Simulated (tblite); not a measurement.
# C8H13BO: the cost of one run

Programs: tblite 0.8.0 and PySCF 2.14.0, with density-fitted response routines of our own. Each step states its level of theory. These are calculated values for one molecule in the gas phase, unless marked as measured. Atoms are numbered from 0 throughout.

## Step 1: Starting geometry

23 atoms, charge 0, multiplicity 1; geometry from: force field or distance geometry start.

Bonds of the start (Å): B0–O1 1.49, O1–C2 1.44, O1–C3 1.43, C3–C4 1.51, C4–C5 1.40, C5–C6 1.40, C6–C7 1.40, C7–C8 1.40, C8–C9 1.41, C9–C4 1.40, B0–H10 1.20, B0–H11 1.19, B0–H12 1.20, C2–H13 1.12, C2–H14 1.11, C2–H15 1.11, C3–H16 1.13, C3–H17 1.11, C5–H18 1.08, C6–H19 1.09, C7–H20 1.07, C8–H21 1.08, C9–H22 1.08.

## Step 2: Optimising the geometry with GFN2-xTB

The job: settings as JSON, then the geometry in Å.

```
{"job": {"kind": "relax", "xc": "GFN2-xTB", "basis": "xTB"}, "charge": 0, "multiplicity": 1}
B     -2.830200     0.328700    -1.190800
O     -1.578200     0.460800    -0.396800
C     -1.903200     0.451200     1.002000
C     -0.716200    -0.645000    -0.684200
C      0.690700    -0.373200    -0.202200
C      1.269000    -1.136300     0.813400
C      2.575200    -0.854600     1.244800
C      3.306700     0.187900     0.667400
C      2.731800     0.945900    -0.354400
C      1.422400     0.673700    -0.786500
H     -3.585000     1.229700    -0.940700
H     -2.596700     0.403200    -2.353600
H     -3.401000    -0.703600    -0.966200
H     -2.555100     1.325900     1.245300
H     -2.432500    -0.472500     1.322000
H     -1.004600     0.583300     1.635700
H     -1.095100    -1.604600    -0.235500
H     -0.636700    -0.835000    -1.775400
H      0.721300    -1.938700     1.288600
H      3.024200    -1.446900     2.045200
H      4.303500     0.403600     1.003800
H      3.288100     1.758800    -0.805600
H      0.996900     1.284600    -1.566200
```

On the command line:

```console
$ OMP_NUM_THREADS=1 python probes_run.py task.json out
```

This one command runs all jobs of the session in turn.

**Question.** How long does this first job take on 1 thread of Arm Neoverse N1, shared host, and how much memory does it need?

About 1.6 s, with a peak of 0.18 GiB.
